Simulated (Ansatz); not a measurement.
# CH₃BFGaO: one species, many methods

The task here is to estimate one member of a computed series from the others.

Method: functionals in def2-TZVPP, the program's frozen cores in correlated methods; program: Ansatz 0.2.0, Gaussian basis.

Plan: LDA (SPW92), PBE-D4, revPBE-D4, BLYP-D4, r2SCAN-D4, B97M-V, PBE0-D4, B3LYP-D4, r2SCANh-D4, r2SCAN0-D4, HSE06-D4, BHLYP-D4, CAM-B3LYP-D4, LC-ωPBE, ωB97X-V, ωB97M-V, B2PLYP, PBE-QIDH; CCSD(T)/def2-SVP; CCSD(T)/def2-TZVPP; MP2/def2-QZVPP; extrapolation to the limit; RPA on PBE.

**The geometry**

The geometry comes from an earlier relaxation with PBE0-D4 in a triple-zeta def2 set; it is a stationary point, not always the lowest conformer.

SMILES `[F][Ga]1[CH2]B[O]1`, 8 atoms, charge 0, spin multiplicity 1.

Atoms are counted from 1 here; the program's logs count them from 0.

Bond lengths: F1–Ga2 1.735 Å, Ga2–C3 1.960 Å, Ga2–O5 1.871 Å, C3–B4 1.608 Å, C3–H6 1.092 Å, C3–H7 1.092 Å, B4–O5 1.354 Å, B4–H8 1.200 Å. Angles: F1–Ga2–C3 157.7°, F1–Ga2–O5 122.9°, C3–Ga2–O5 79.4°, Ga2–C3–B4 79.7°, Ga2–C3–H6 116.0°, Ga2–C3–H7 116.0°, B4–C3–H6 117.3°, B4–C3–H7 117.3°, H6–C3–H7 108.5°, C3–B4–O5 111.2°, C3–B4–H8 126.5°, O5–B4–H8 122.3°, Ga2–O5–B4 89.7°.

Geometry (Å):

```xyz
8
CH3BFGaO
F    -2.67638   -0.13331    1.49807
Ga   -1.15251   -0.05246    0.67233
C     0.77835    0.20114    0.45066
B     0.35826   -0.14019   -1.06336
O    -0.97355   -0.36162   -1.16399
H     1.41798   -0.51753    0.96629
H     1.15545    1.20577    0.65068
H     1.09240   -0.20180   -2.01066
```

Set-up of the first run:

in.yaml

```yaml
crystal:
  periodic: [false, false, false]
  atoms:
    - {symbol: F, position_ang: [-2.676380, -0.133307, 1.498067]}
    - {symbol: Ga, position_ang: [-1.152511, -0.052455, 0.672328]}
    - {symbol: C, position_ang: [0.778347, 0.201139, 0.450658]}
    - {symbol: B, position_ang: [0.358260, -0.140193, -1.063362]}
    - {symbol: O, position_ang: [-0.973555, -0.361615, -1.163986]}
    - {symbol: H, position_ang: [1.417980, -0.517534, 0.966288]}
    - {symbol: H, position_ang: [1.155455, 1.205766, 0.650680]}
    - {symbol: H, position_ang: [1.092404, -0.201801, -2.010663]}
basis:
  gaussian: {orbitals: def2-TZVPP}
hamiltonian: {xc: lda}
output: {orbitals: {seedname: orbitals}}
```

On the command line:

```
$ ansatz run in.yaml --threads 4 --pin off --events-out ev --progress --plain --max-ram 10444MiB
```

Among the steps run: LDA; PBE-D4 (GGA); revPBE-D4 (GGA); BLYP-D4 (GGA); r2SCAN-D4 (meta-GGA); B97M-V (meta-GGA); B3LYP-D4 (hybrid); r2SCANh-D4 (hybrid); r2SCAN0-D4 (hybrid); HSE06-D4 (hybrid); BHLYP-D4 (hybrid); CAM-B3LYP-D4 (range-separated); LC-ωPBE (range-separated); ωB97X-V (range-separated); ωB97M-V (range-separated); B2PLYP (double hybrid); PBE-QIDH (double hybrid).

One of the session's tables, all rows but one given; the rest of the session is left out.

It belongs to the step «Frontier levels by functional». 

| functional | HOMO (eV) | gap (eV) |
| --- | --- | --- |
| LDA (SPW92) | -7.02 | 4.54 |
| PBE-D4 | -6.84 | 4.63 |
| revPBE-D4 | -6.77 | 4.68 |
| BLYP-D4 | -6.76 | 4.57 |
| r2SCAN-D4 | -7.12 | 5.21 |
| B97M-V | -7.22 | 5.11 |
| PBE0-D4 | -8.29 | 6.98 |
| B3LYP-D4 | -8.10 | 6.45 |
| r2SCANh-D4 | -7.67 | 6.08 |
| r2SCAN0-D4 | -8.48 | 7.35 |
| HSE06-D4 | -7.88 | 6.20 |
| BHLYP-D4 | -9.56 | 9.03 |
| CAM-B3LYP-D4 | ? | ? |
| LC-ωPBE | -11.00 | 11.87 |
| ωB97X-V | -10.67 | 11.37 |
| ωB97M-V | -10.57 | 11.01 |

**Question.** Estimate the row for CAM-B3LYP-D4.

The run gave: HOMO (eV): -9.73; gap (eV): 9.31. In the column «HOMO (eV)» it lies between ωB97M-V (-10.57) and BHLYP-D4 (-9.56).
